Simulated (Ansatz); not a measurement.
**GaH6NOSi: small, medium and large basis sets**

The task here is to estimate one member of a computed series from the others.

Method: one geometry, several basis sets; program: Ansatz 0.2.0, Gaussian basis.

Levels to be run: PBE0-D4/def2-SVP; ωB97M-V/def2-SVP; PBE0-D4/def2-QZVPP; ωB97M-V/def2-QZVPP; the functionals' def2-TZVPP values are taken from earlier runs.

### Structure used throughout

An earlier PBE0-D4 in a triple-zeta def2 set relaxation fixed the geometry.

SMILES `[NH2][GaH][O][SiH3]`, 10 atoms, charge 0, spin multiplicity 1.

Atoms are counted from 1 here; the program's logs count them from 0.

Bond lengths: N1–Ga2 1.801 Å, N1–H5 1.004 Å, N1–H6 1.005 Å, Ga2–O3 1.786 Å, Ga2–H7 1.548 Å, O3–Si4 1.625 Å, Si4–H8 1.489 Å, Si4–H9 1.493 Å, Si4–H10 1.489 Å. Angles: Ga2–N1–H5 124.5°, Ga2–N1–H6 122.7°, H5–N1–H6 112.8°, N1–Ga2–O3 112.1°, N1–Ga2–H7 126.8°, O3–Ga2–H7 121.1°, Ga2–O3–Si4 139.8°, O3–Si4–H8 110.2°, O3–Si4–H9 111.6°, O3–Si4–H10 110.2°, H8–Si4–H9 108.1°, H8–Si4–H10 108.5°, H9–Si4–H10 108.1°.

The first run:

The input, in.yaml:

```yaml
crystal:
  periodic: [false, false, false]
  atoms:
    - {symbol: N, position_ang: [-1.227092, 1.567245, -1.569174]}
    - {symbol: Ga, position_ang: [0.185020, 0.600040, -1.009852]}
    - {symbol: O, position_ang: [-0.157619, -0.269718, 0.511693]}
    - {symbol: Si, position_ang: [0.569631, -1.281182, 1.554719]}
    - {symbol: H, position_ang: [-1.239125, 2.128139, -2.402208]}
    - {symbol: H, position_ang: [-2.097230, 1.598185, -1.066295]}
    - {symbol: H, position_ang: [1.563389, 0.483529, -1.704388]}
    - {symbol: H, position_ang: [-0.190167, -2.557819, 1.647596]}
    - {symbol: H, position_ang: [1.964266, -1.600544, 1.128161]}
    - {symbol: H, position_ang: [0.628918, -0.667865, 2.909748]}
basis:
  gaussian: {orbitals: def2-SVP}
hamiltonian: {xc: pbe0, dispersion: d4}
output: {orbitals: {seedname: orbitals}}
```

Launch:

```sh
ansatz run in.yaml --threads 4 --pin off --events-out ev --progress --plain --max-ram 10444MiB
```

Steps of the session up to this table: PBE0-D4 in def2-SVP; ωB97M-V in def2-SVP; PBE0-D4 in def2-QZVPP; ωB97M-V in def2-QZVPP.

One table of the session follows, with a row left open; its other results are not shown here.

```
functional       basis  HOMO (eV)  LUMO (eV)
   PBE0-D4    def2-SVP      -7.37      -0.19
   PBE0-D4  def2-TZVPP      -7.54      -0.39
   PBE0-D4  def2-QZVPP          ?          ?
   ωB97M-V    def2-SVP      -9.73       1.55
   ωB97M-V  def2-TZVPP      -9.93       1.25
   ωB97M-V  def2-QZVPP      -9.97       0.90
```

**Question.** Estimate the row for PBE0-D4, def2-QZVPP.

The run gave: HOMO (eV): -7.58; LUMO (eV): -0.51. In the column «HOMO (eV)» it lies between ωB97M-V, def2-SVP (-9.73) and PBE0-D4, def2-TZVPP (-7.54).
